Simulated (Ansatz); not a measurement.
# Bi3S: from a guess to a relaxed structure

Where does this trial cell of Bi3S go when cell and atoms are let free?

Program: Ansatz 0.2.0. Level of theory: DFT PBE, scalar-relativistic, plane waves, PAW. These are calculated values, not measurements.

**1. Starting point**

It takes space group Fm-3m (No. 225, cubic). The conventional cell has a = 7.608 Å, b = 7.608 Å, c = 7.608 Å, α = 90.00°, β = 90.00°, γ = 90.00°. Bi (site symmetry -43m) has 4 Bi at 3.29 Å and 4 S at 3.29 Å in its first shell of neighbours. Bi (site symmetry m-3m) is surrounded by 8 Bi at 3.29 Å. Around S (site symmetry m-3m) lie 8 Bi at 3.29 Å.

Coordinates:

```xyz
4
Lattice="0.0000 3.8040 3.8040 3.8040 0.0000 3.8040 3.8040 3.8040 0.0000" Properties=species:S:1:pos:R:3 pbc="T T T"
Bi    1.9020    1.9020    1.9020
Bi    5.7060    5.7060    5.7060
Bi    3.8040    3.8040    3.8040
S     0.0000    0.0000    0.0000
```

A structure generator made this guess: species swapped into a database cell of CdHg3 (Fm-3m, No. 225), with S on the Cd sites and Bi on the Hg sites. Its size is a rough estimate.

**2. The guess as it stands, on a coarse mesh**

The input, input.yaml:

```yaml
crystal:
  lattice:
    - [0.0, 3.80398248, 3.80398248]
    - [3.80398248, 0.0, 3.80398248]
    - [3.80398248, 3.80398248, 0.0]
  atoms:
    - { symbol: Bi, position: [0.25, 0.25, 0.25] }
    - { symbol: Bi, position: [0.75, 0.75, 0.75] }
    - { symbol: Bi, position: [0.5, 0.5, 0.5] }
    - { symbol: S, position: [0.0, 0.0, 0.0] }
basis:
  ecutwfc: 420
kpoints:
  mp_grid: { grid: [4, 4, 4] }
hamiltonian:
  xc: pbe
scf:
  occupations: { method: gaussian, width: 0.1 }
  lower_state_search: "off"
output:
  forces: true
  stress: true
  eigenvalues: true
```

Launch:

```console
> ansatz run input.yaml --threads 1 --pin off --max-ram 2560MiB --backend cpu --events-out ev --progress --plain --runs-dir out
```

The session goes on with these runs: relaxation on the finer mesh.

Before running it: what results should come out? Wanted: conventional cell; volume; energy over the elements; gap on the mesh.

**Answer**, as computed:

| quantity | value |
| --- | --- |
| symmetry at the end (tolerance 0.05 Å) | space group Fm-3m (No. 225) |
| conventional cell | a = 7.604 Å, b = 7.604 Å, c = 7.604 Å, α = 90.00°, β = 90.00°, γ = 90.00° |
| volume | 27.48 Å³/atom |
| energy over the elements | +0.15 eV/atom |
| gap on the mesh | none (metal) |

In words: The space group Fm-3m (No. 225) is kept, at nearly the size of the first guess. The formation energy is positive, so the separate elements lie lower. No finished test with a distortion of lower symmetry is shown, so the end may be a saddle point. Spin-orbit coupling is left out for Bi. The final runs have no spin polarisation, so a magnetic state may lie lower.
